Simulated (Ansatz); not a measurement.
Si2C in Ansatz: convergence with k mesh

Input of the first run (k mesh 3 × 3 × 2); the others differ in this setting and in those tied to it:

input.yaml

```yaml
crystal:
  lattice:
    - [3.37972667, 0.0, 0.0]
    - [-1.68986334, 2.92692916, 0.0]
    - [0.0, 0.0, 4.65332025]
  atoms:
    - { symbol: Si, position: [0.319689, 0.656567, 0.749144] }
    - { symbol: Si, position: [0.338381, 0.679617, 0.238818] }
    - { symbol: C, position: [-0.009854, -0.009981, -0.008274] }
hamiltonian:
  xc: pbesol
  pseudopotentials: { kind: paw }
kpoints:
  mp_grid: { grid: [3, 3, 2] }
scf:
  occupations: { method: methfessel_paxton, width: 0.05 }
output:
  forces: true
  stress: true
  eigenvalues: true
```

Potentials or basis: Ansatz PAW.

Run with:

```bash
$ ansatz run input.yaml --threads 2 --pin off --max-ram 5632MiB --backend cpu --events-out ev --progress --plain --runs-dir out
```

The cell isn't the ideal one: atoms moved at random, drawn with an rms of 0.05 Å.

The cell was built by a generator and needn't be a form met in nature.

Hardware: 2 threads of Intel(R) Xeon(R) Platinum 8488C (Sapphire Rapids), on a shared host.

```csv
k mesh,"energy less the tightest run, at zero smearing (meV/atom)",pressure (GPa),largest force (eV/Å),SCF cycles,CPU time (s),peak memory (GiB)
3 × 3 × 2,38.27,-7.83,0.742,7,0.67,0.33
4 × 4 × 2,-43.46,-13.67,0.279,7,0.86,0.34
4 × 4 × 3,-21.43,-13.75,0.338,6,1.1,0.35
5 × 5 × 4,9.91,-13.72,0.689,6,1.7,0.38
7 × 7 × 4,-4.54,-14.71,1.230,7,3.1,0.41
8 × 8 × 5,-2.90,-14.82,1.185,7,4.6,0.44
10 × 10 × 7,4.54,-14.67,1.268,8,12,0.54
12 × 12 × 8,1.62,-14.43,1.036,6,17,0.68
15 × 15 × 10,0.00,-14.54,1.164,6,29,0.99
```

Not settled before the last step: the energy (to 1 meV/atom), the pressure (to 0.1 GPa), the largest force (to 0.005 eV/Å). Meshes of other sizes hit other points, so gaps and Fermi surfaces needn't settle smoothly. The tightest run that finished is the yardstick and may itself not be fully converged.

Caveat, for the tightest run too: the PAW data sets come from PBE, with cores solved anew for the run's functional, which leaves a small shift of forces and pressure.
